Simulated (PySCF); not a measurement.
# H10O7W (W(O)2(H2O)52+): the cost of one run

Computed with PySCF 2.14.0. Level: PBE, W def2-SVP with ECP60, O def2-SVP, H def2-SVP; scalar-relativistic core potentials, no spin–orbit coupling.

3 further runs of the same task are left out: 2 for a known fault of the program, 1 that didn't finish.

## 1. Starting geometry

18 atoms, charge 2, spin multiplicity 1.

Bond lengths: W1–O2 1.794 Å, W1–O3 1.794 Å, W1–O4 2.172 Å, W1–O7 2.172 Å, W1–O10 2.172 Å, W1–O13 2.172 Å, W1–O16 2.172 Å, O4–H5 0.986 Å, O4–H6 0.986 Å, O7–H8 0.986 Å, O7–H9 0.986 Å, O10–H11 0.986 Å, O10–H12 0.986 Å, O13–H14 0.986 Å, O13–H15 0.986 Å, O16–H17 0.986 Å, O16–H18 0.986 Å. Angles: O2–W1–O3 180.0°, O2–W1–O4 90.0°, O2–W1–O7 90.0°, O2–W1–O10 90.0°, O2–W1–O13 90.0°, O2–W1–O16 90.0°, O3–W1–O4 90.0°, O3–W1–O7 90.0°, O3–W1–O10 90.0°, O3–W1–O13 90.0°, O3–W1–O16 90.0°, O4–W1–O7 72.0°, O4–W1–O10 144.0°, O4–W1–O13 144.0°, O4–W1–O16 72.0°, O7–W1–O10 72.0°, O7–W1–O13 144.0°, O7–W1–O16 144.0° and more.

Geometry (Å):

```
W     0.0000    0.0000    0.0000
O     0.0000    0.0000    1.7936
O     0.0000    0.0000   -1.7936
O     2.1717   -0.0580    0.0000
H     2.6582    0.2519    0.7994
H     2.6582    0.2519   -0.7994
O     0.7262    2.0475    0.0000
H     0.5818    2.6059    0.7994
H     0.5818    2.6059   -0.7994
O    -1.7228    1.3234    0.0000
H    -2.2986    1.3586    0.7994
H    -2.2986    1.3586   -0.7994
O    -1.7910   -1.2295    0.0000
H    -2.0024   -1.7662    0.7994
H    -2.0024   -1.7662   -0.7994
O     0.6159   -2.0833    0.0000
H     1.0610   -2.4502    0.7994
H     1.0610   -2.4502   -0.7994
```

Formal oxidation states: W +6. An earlier session relaxed this geometry at PBE, W def2-SVP with ECP60, O def2-SVP, H def2-SVP (singlet, point group C5h).

Its energy there is -598.270255 Eh.

## 2. Multiplicity 3 at the relaxed geometry

Contents of run.py (the lines that set the calculation):

```python
mol = gto.M(atom='''
W      0.00000     0.00000     0.00000
O      0.00000     0.00000     1.79359
O      0.00000     0.00000    -1.79359
O      2.17168    -0.05801     0.00000
H      2.65815     0.25191     0.79945
H      2.65815     0.25191    -0.79945
O      0.72625     2.04746     0.00000
H      0.58183     2.60590     0.79945
H      0.58183     2.60590    -0.79945
O     -1.72283     1.32341     0.00000
H     -2.29856     1.35862     0.79945
H     -2.29856     1.35862    -0.79945
O     -1.79102    -1.22955     0.00000
H     -2.00242    -1.76623     0.79945
H     -2.00242    -1.76623    -0.79945
O      0.61592    -2.08331     0.00000
H      1.06100    -2.45021     0.79945
H      1.06100    -2.45021    -0.79945''',
    basis={'W': 'def2-SVP', 'O': 'def2-SVP', 'H': 'def2-SVP'},
    ecp={'W': 'def2-SVP'},
    charge=2, spin=2)
mf = dft.UKS(mol, xc='PBE')
mf.grids.atom_grid = (50, 194)
mf = mf.density_fit()  # fitting sets: W def2-universal-JKFIT, O def2-universal-JKFIT, H def2-universal-JKFIT
mf.conv_tol = 1e-08; mf.max_cycle = 55
mf.kernel(dm0)  # dm0: free metal ions and neutral atoms
```

Command:

```bash
$ OMP_NUM_THREADS=4 python run.py
```

**Question.** How long does this run take on 4 threads of AMD EPYC 9R45 (Zen 5), shared host?

About 14 s.
